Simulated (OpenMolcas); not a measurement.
# InH3Se (SMILES [SeH][InH2]): ACPF/def2-SVP (core potential, electric field -0.001 a.u., field axis z)

What is the energy difference between two shapes of InH3Se at ACPF/def2-SVP (core potential, electric field -0.001 a.u., field axis z)? 

Program for the calculation: OpenMolcas 26.06.

3 further runs of the same task are left out: 1 that didn't finish, 2 set aside as unsound or not needed.

## 1. The structure to begin with

InH3Se has 5 atoms, charge 0, and is taken as a singlet. SMILES: `[SeH][InH2]`. Geometry: a GFN2-xTB relaxation, a rough one for these elements and not checked as a minimum.

Bond lengths: Se1–In2 2.500 Å, Se1–H3 1.444 Å, In2–H4 1.724 Å, In2–H5 1.725 Å. Angles: Se1–In2–H4 123.8°, Se1–In2–H5 119.9°, In2–Se1–H3 90.5°, H4–In2–H5 116.3°.

## 2. A single-point energy at ACPF/def2-SVP (core potential, electric field -0.001 a.u., field axis z)

The input, mol.xyz:

```xyz
5

Se     0.765470    -1.642170     0.521550
In    -0.492680     0.313010    -0.398200
H      1.597700    -0.756580     1.300570
H     -1.811990     0.171840    -1.499060
H     -0.058490     1.913890     0.075150
```

The input, job.inp:

```
* H3InSe ACPF
>>> EXPORT MOLCAS_PRINT=2
&GATEWAY
COORD=mol.xyz
BASIS=def2-SVP
GROUP=NoSym
&SEWARD
&FFPT
DIPOLE
Z 0.001
&SCF
PRORBITALS=1 1
&MOTRA
FROZEN=13
&GUGA
ELECTRONS=32
SPIN=1
INACTIVE=16
ACTIVE=0
CIALL=1
&CPF
ACPF
```

Command:

```
$ export MOLCAS_MEM=1860
$ pymolcas job.inp > job.log
```

Standard output:

```text
--- Start Module: gateway ---
[...]
--- Stop Module: gateway /rc=_RC_ALL_IS_WELL_ ---
[...]
      Basis functions           73
[...]
       Convergence after  10 Iterations
[...]
::    Total SCF energy                              -2590.5111359823
[...]
      Total spin, S                                     0.0000000000
[...]
      *** WARNING: Default frozen orbitals is overwritten by user input.
      *** Default values:  14
[...]
--- Start Module: guga ---
[...]
--- Stop Module: guga /rc=_RC_ALL_IS_WELL_ ---
--- Start Module: cpf ---
[...]
      Active orbitals                            0       0
[...]
      Spin quantum number                      0.0
[...]
     FINAL ACPF ENERGY       -2590.86938667
     FINAL CORRELATION ENERGY   -0.35825069  REFERENCE ENERGY   -2590.51113598
[...]
      Title:  ACPF natural orbitals
[...]
      Total electronic charge=   58.000000
      Total            charge=    0.000000
[...]
      Dipole Moment (debye):
      Origin of the operator (angstrom)=    0.0217   -0.4748   -0.0212
                   X=  5.0470E-02               Y=  7.2188E-01               Z= -8.3217E-03           Total=  7.2369E-01
      Quadrupole Moment (debye*angstrom):
[...]
--- Stop Module: cpf /rc=_RC_ALL_IS_WELL_ ---
[...]
```

It took 17 s on 1 thread of Arm Neoverse V1, shared host; peak memory 0.42 GiB.

## 3. The distorted shape, same level

The input, mol.xyz:

```xyz
5

Se     0.655591    -1.595898     0.523676
In    -0.469068     0.329804    -0.468766
H      1.590039    -0.828324     1.271054
H     -1.875261     0.189604    -1.541317
H     -0.123388     1.822706     0.106160
```

The input, job.input:

```
&GATEWAY
 Coord=mol.xyz
 Basis=def2-SVP
 Group=NoSym

&SEWARD

&FFPT
 Dipole
 Z 0.001

&SCF
 PrOrbitals=1 1

&MOTRA
 Frozen=13

&GUGA
 Electrons=32
 Spin=1
 Inactive=16
 Active=0
 CIAll=1

&CPF
 ACPF
```

Command:

```
$ export MOLCAS_MEM=1860
$ pymolcas job.input > job.log
```

Standard output:

```text
--- Start Module: gateway ---
[...]
--- Stop Module: gateway /rc=_RC_ALL_IS_WELL_ ---
[...]
      Basis functions           73
[...]
       Convergence after  10 Iterations
[...]
::    Total SCF energy                              -2590.5054402924
[...]
      Total spin, S                                     0.0000000000
[...]
      *** WARNING: Default frozen orbitals is overwritten by user input.
      *** Default values:  14
[...]
--- Start Module: guga ---
[...]
--- Stop Module: guga /rc=_RC_ALL_IS_WELL_ ---
--- Start Module: cpf ---
[...]
      Active orbitals                            0       0
[...]
      Spin quantum number                      0.0
[...]
     FINAL ACPF ENERGY       -2590.86361342
     FINAL CORRELATION ENERGY   -0.35817313  REFERENCE ENERGY   -2590.50544029
[...]
      Title:  ACPF natural orbitals
[...]
      Total electronic charge=   58.000000
      Total            charge=    0.000000
[...]
      Dipole Moment (debye):
      Origin of the operator (angstrom)=   -0.0097   -0.4471   -0.0616
                   X=  4.9857E-01               Y=  8.2392E-01               Z= -1.4754E-01           Total=  9.7426E-01
      Quadrupole Moment (debye*angstrom):
[...]
--- Stop Module: cpf /rc=_RC_ALL_IS_WELL_ ---
[...]
```

Run time: 16 s. Hardware: 1 thread of Arm Neoverse V1, shared host; peak memory 0.42 GiB.

## 4. What came out

Level: ACPF/def2-SVP (core potential, electric field -0.001 a.u., field axis z), 13 core orbitals frozen.

| quantity | value |
| --- | --- |
| first shape: total energy | -2590.86939 Eh |
| first shape: dipole moment (mean-field density) | 1.10 D |
| first shape: HOMO–LUMO gap (Hartree–Fock orbitals) | 10.51 eV |
| first shape: correlation energy (13 core orbitals frozen) | -358.3 mEh |
| distorted shape: total energy | -2590.86361 Eh |
| distorted shape: dipole moment (mean-field density) | 1.30 D |
| distorted shape: HOMO–LUMO gap (Hartree–Fock orbitals) | 10.59 eV |
| distorted shape: correlation energy (13 core orbitals frozen) | -358.2 mEh |
| energy change with the atoms displaced | 0.157 eV |

In words: With the atoms displaced the energy rises by 0.16 eV (15.2 kJ/mol). The first shape isn't relaxed at this level, so the change isn't measured from a minimum.
